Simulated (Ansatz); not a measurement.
**ZrB: a trigonal deformation path**

This session takes ZrB and sets out to follow a trigonal deformation at fixed volume.

Program: Ansatz 0.2.0. Level of theory: DFT PBE, scalar-relativistic, plane waves, PAW. These are calculated values, not measurements.

**1. The system as given**

Symmetry: Fm-3m, No. 225, cubic system. Conventional cell: a = 4.650 Å, b = 4.650 Å, c = 4.650 Å, α = 90.00°, β = 90.00°, γ = 90.00°. Zr (site symmetry m-3m) is surrounded by 6 B at 2.33 Å. Around B (site symmetry m-3m) lie 6 Zr at 2.33 Å.

Structure file:

```cif
data_structure
_symmetry_space_group_name_H-M 'P 1'
_symmetry_Int_Tables_number 1
_cell_length_a 3.2880
_cell_length_b 3.2880
_cell_length_c 3.2880
_cell_angle_alpha 60.000
_cell_angle_beta 60.000
_cell_angle_gamma 60.000
_cell_volume 25.14
loop_
_atom_site_label
_atom_site_type_symbol
_atom_site_fract_x
_atom_site_fract_y
_atom_site_fract_z
_atom_site_occupancy
Zr1 Zr 0.00000 0.00000 0.00000 1
B1 B 0.50000 0.50000 0.50000 1
```

No relaxation comes first: the listed cell is the starting point.

**2. The reference cell**

Reference values: F = -4340.1255 eV; pressure 34.81 GPa; largest force 0.000 eV/Å; gap on the mesh none (metal). It was computed beforehand with the settings of the runs below.

**3. Next: a trigonal deformation path**

At fixed volume and fractional coordinates, lengths along (0.577, 0.577, 0.577) are scaled against those across it; ρ is that ratio over its starting value.

**4. ρ = 0.500**

Contents of input.yaml:

```yaml
crystal:
  lattice:
    - [-0.9764388137, 1.9528776273, 1.9528776273]
    - [1.9528776273, -0.9764388137, 1.9528776273]
    - [1.9528776273, 1.9528776273, -0.9764388137]
  atoms:
    - { symbol: Zr, position: [0.0, 0.0, 0.0] }
    - { symbol: B, position: [0.5, 0.5, 0.5] }
basis:
  ecutwfc: 420
kpoints:
  mp_grid: { grid: [20, 20, 20] }
hamiltonian:
  xc: pbe
scf:
  occupations: { method: gaussian, width: 0.15 }
output:
  forces: true
  stress: true
  eigenvalues: true
```

Command:

```sh
$ ansatz run input.yaml --threads 1 --pin off --max-ram 2560MiB --backend cpu --events-out ev --progress --plain --runs-dir out
```

Further runs follow: point ρ = 2.000; At ρ = 0.710; ρ = 1.410; point ρ = 0.600; At ρ = 0.850; ρ = 1.200; ρ = 1.700; ρ = 0.930; point ρ = 1.080.

What does the calculation give? Wanted: highest point.

The runs gave:

| quantity | value |
| --- | --- |
| highest point | 1302.2 meV/atom at ρ = 2.000 |

No sampled point lies below the undisturbed cell. No further minimum shows among the sampled points. At ρ = 0.500 the cell takes another symmetry, Pm-3m, 373.3 meV/atom from the start at this fixed volume.
